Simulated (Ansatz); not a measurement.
# BMe2(PMe2) (C4H12BP): the relaxed shape and its frontier levels

Aim: characterise BMe2(PMe2) (C4H12BP) as a singlet: its structure, frontier levels and distribution of charge.

Program: Ansatz 0.2.0, Gaussian basis. Level of theory: RKS PBE0-D4/def2-TZVP. These are calculated values, not measurements.

Plan: relaxation at r2SCAN-D4/def2-SVP; a single point at PBE0-D4/def2-TZVP.

2 further runs of the same task are left out: 2 set aside as unsound or not needed. Runs told in other sessions of the task aren't counted.

### 1 Starting geometry

18 atoms, charge 0, spin multiplicity 1.

Atoms are counted from 1 here; the program's logs count them from 0.

Bond lengths: B1–C2 1.579 Å, B1–C6 1.577 Å, B1–P10 1.892 Å, C2–H3 1.091 Å, C2–H4 1.088 Å, C2–H5 1.090 Å, C6–H7 1.089 Å, C6–H8 1.088 Å, C6–H9 1.091 Å, P10–C11 1.859 Å, P10–C12 1.859 Å, C11–H13 1.089 Å, C11–H14 1.088 Å, C11–H15 1.087 Å, C12–H16 1.089 Å, C12–H17 1.088 Å, C12–H18 1.087 Å. Angles: C2–B1–C6 119.2°, C2–B1–P10 119.3°, C6–B1–P10 121.0°, B1–C2–H3 110.4°, B1–C2–H4 113.7°, B1–C2–H5 111.6°, H3–C2–H4 107.0°, H3–C2–H5 105.8°, H4–C2–H5 107.9°, B1–C6–H7 111.7°, B1–C6–H8 115.0°, B1–C6–H9 108.9°, H7–C6–H8 107.9°, H7–C6–H9 105.8°, H8–C6–H9 107.0°, B1–P10–C11 103.4°, B1–P10–C12 102.9°, C11–P10–C12 98.6° and more.

As a file:

```
B     0.0559    0.8807   -0.2219
C     1.3586    1.2169   -1.0494
H     2.2048    0.6352   -0.6797
H     1.6478    2.2651   -1.0037
H     1.2476    0.9454   -2.0993
C    -0.5706    1.9881    0.7101
H     0.1869    2.4737    1.3240
H    -1.3624    1.6396    1.3696
H    -0.9979    2.7753    0.0871
P    -0.8546   -0.7451   -0.5490
C    -1.3766   -1.2972    1.1482
C     0.5329   -1.9517   -0.8205
H    -0.5446   -1.2721    1.8502
H    -1.7615   -2.3130    1.0833
H    -2.1729   -0.6500    1.5059
H     1.2470   -1.9301    0.0016
H     0.1180   -2.9542   -0.9076
H     1.0415   -1.7066   -1.7492
```

The start is a GFN2-xTB geometry.

### 2 Relaxation at r2SCAN-D4/def2-SVP

in.yaml reads:

```yaml
crystal:
  periodic: [false, false, false]
  atoms:
    - {symbol: B, position_ang: [0.055940, 0.880730, -0.221930]}
    - {symbol: C, position_ang: [1.358590, 1.216940, -1.049360]}
    - {symbol: H, position_ang: [2.204760, 0.635210, -0.679680]}
    - {symbol: H, position_ang: [1.647790, 2.265080, -1.003700]}
    - {symbol: H, position_ang: [1.247640, 0.945400, -2.099250]}
    - {symbol: C, position_ang: [-0.570610, 1.988060, 0.710130]}
    - {symbol: H, position_ang: [0.186940, 2.473740, 1.324010]}
    - {symbol: H, position_ang: [-1.362360, 1.639580, 1.369630]}
    - {symbol: H, position_ang: [-0.997900, 2.775290, 0.087110]}
    - {symbol: P, position_ang: [-0.854580, -0.745080, -0.548990]}
    - {symbol: C, position_ang: [-1.376600, -1.297220, 1.148150]}
    - {symbol: C, position_ang: [0.532880, -1.951690, -0.820490]}
    - {symbol: H, position_ang: [-0.544560, -1.272150, 1.850250]}
    - {symbol: H, position_ang: [-1.761530, -2.313020, 1.083330]}
    - {symbol: H, position_ang: [-2.172880, -0.650000, 1.505950]}
    - {symbol: H, position_ang: [1.246960, -1.930130, 0.001600]}
    - {symbol: H, position_ang: [0.118010, -2.954170, -0.907610]}
    - {symbol: H, position_ang: [1.041500, -1.706570, -1.749160]}
basis:
  gaussian: {orbitals: def2-SVP}
hamiltonian: {xc: r2scan, dispersion: d4}
scf: {lower_state_search: "off"}
output: {orbitals: {seedname: orbitals}}
relax: {f_tol: 0.02, max_steps: 100}
```

The run is started by

```console
> ansatz run in.yaml --threads 4 --pin off --events-out ev --progress --plain --max-ram 8704MiB
```

Further steps of the session: Single point, PBE0-D4/def2-TZVP.

**Question.** What will the summary of the whole plan be? Wanted: point group; commonest bond, hydrogen aside; HOMO, LUMO at PBE0-D4/def2-TZVP; dipole at r2SCAN-D4/def2-SVP.

As calculated:

```
                       quantity                          value
                    point group                             C1
 commonest bond, hydrogen aside  B–C, 2 of mean length 1.577 Å
HOMO, LUMO at PBE0-D4/def2-TZVP                -6.04, -0.75 eV
   dipole at r2SCAN-D4/def2-SVP                         1.29 D
```

The molecule keeps its bonding pattern by the stored test; the atoms moved 0.22 Å (rms). No usable vibrations, so a minimum isn't proven. The point group is read from a loosely relaxed geometry; soft torsions can leave it below the true symmetry.
